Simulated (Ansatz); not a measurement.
**CH3AlCl2O: a ladder of functionals and wavefunction methods**

One table from this session's results is given with a row withheld; the runs are named, their logs left out.

Method: functionals in def2-TZVPP, the program's frozen cores in correlated methods; program: Ansatz 0.2.0, Gaussian basis.

The runs, in order: LDA (SPW92), PBE-D4, revPBE-D4, BLYP-D4, r2SCAN-D4, B97M-V, PBE0-D4, B3LYP-D4, r2SCANh-D4, r2SCAN0-D4, HSE06-D4, BHLYP-D4, CAM-B3LYP-D4, LC-ωPBE, ωB97X-V, ωB97M-V, B2PLYP, PBE-QIDH; CCSD(T)/def2-SVP; CCSD(T)/def2-TZVPP; MP2/def2-QZVPP; extrapolation to the limit; RPA on PBE.

### The relaxed structure

The geometry comes from an earlier relaxation with PBE0-D4 in a triple-zeta def2 set; it is a stationary point, not always the lowest conformer.

8 atoms, charge 0, spin multiplicity 1.

Atoms are counted from 1 here; the program's logs count them from 0.

Bond lengths: C1–O2 1.402 Å, C1–H6 1.095 Å, C1–H7 1.094 Å, C1–H8 1.094 Å, O2–Al3 1.664 Å, Al3–Cl4 2.080 Å, Al3–Cl5 2.071 Å. Angles: O2–C1–H6 112.4°, O2–C1–H7 109.7°, O2–C1–H8 109.7°, H6–C1–H7 108.4°, H6–C1–H8 108.4°, H7–C1–H8 108.2°, C1–O2–Al3 136.0°, O2–Al3–Cl4 120.8°, O2–Al3–Cl5 119.1°, Cl4–Al3–Cl5 120.1°.

Geometry (Å):

```
C    -0.6396    1.0462   -0.5177
O    -0.5799   -0.2533    0.0044
Al    0.6149   -1.2610    0.5761
Cl    2.6006   -0.6424    0.6191
Cl    0.1012   -3.1510    1.2491
H     0.3457    1.5225   -0.5643
H    -1.2927    1.6637    0.1055
H    -1.0579    1.0182   -1.5279
```

The first run:

in.yaml reads:

```yaml
crystal:
  periodic: [false, false, false]
  atoms:
    - {symbol: C, position_ang: [-0.639597, 1.046229, -0.517728]}
    - {symbol: O, position_ang: [-0.579853, -0.253292, 0.004406]}
    - {symbol: Al, position_ang: [0.614853, -1.261037, 0.576082]}
    - {symbol: Cl, position_ang: [2.600614, -0.642397, 0.619133]}
    - {symbol: Cl, position_ang: [0.101155, -3.150990, 1.249117]}
    - {symbol: H, position_ang: [0.345708, 1.522491, -0.564332]}
    - {symbol: H, position_ang: [-1.292667, 1.663714, 0.105508]}
    - {symbol: H, position_ang: [-1.057915, 1.018183, -1.527887]}
basis:
  gaussian: {orbitals: def2-TZVPP}
hamiltonian: {xc: lda}
output: {orbitals: {seedname: orbitals}}
```

The run is started by

```console
ansatz run in.yaml --threads 4 --pin off --events-out ev --progress --plain --max-ram 10444MiB
```

Steps of the session up to this table: LDA; PBE-D4 (GGA); revPBE-D4 (GGA); BLYP-D4 (GGA); r2SCAN-D4 (meta-GGA); B97M-V (meta-GGA); PBE0-D4 (hybrid); B3LYP-D4 (hybrid); r2SCANh-D4 (hybrid); r2SCAN0-D4 (hybrid); HSE06-D4 (hybrid); BHLYP-D4 (hybrid); CAM-B3LYP-D4 (range-separated); LC-ωPBE (range-separated); ωB97X-V (range-separated); ωB97M-V (range-separated); B2PLYP (double hybrid); PBE-QIDH (double hybrid).

One of the session's tables, all rows but one given; the rest of the session is left out.

It belongs to the step «Orbital energies across the functionals». 

```
  functional  HOMO (eV)  gap (eV)
 LDA (SPW92)      -7.28      5.27
      PBE-D4      -7.13      5.41
   revPBE-D4      -7.07      5.50
     BLYP-D4      -7.03      5.39
   r2SCAN-D4          ?         ?
      B97M-V      -7.53      6.07
     PBE0-D4      -8.67      7.82
    B3LYP-D4      -8.42      7.30
  r2SCANh-D4      -8.03      7.04
  r2SCAN0-D4      -8.90      8.31
    HSE06-D4      -8.26      7.03
    BHLYP-D4     -10.15     10.11
CAM-B3LYP-D4     -10.14     10.22
     LC-ωPBE     -11.53     12.91
     ωB97X-V     -11.17     12.33
     ωB97M-V     -11.07     11.92
```

Q: Estimate the row for r2SCAN-D4 from the others.

Worked estimate for «HOMO (eV)». Against the share of exact exchange, r2SCANh-D4 (0.1, -8.03), r2SCAN0-D4 (0.25, -8.90) give a slope of -5.80 per unit share; at 0 the line stands at -7.45.

As computed: HOMO (eV): -7.46; gap (eV): 6.19. In «HOMO (eV)» the line misses by +0.01.
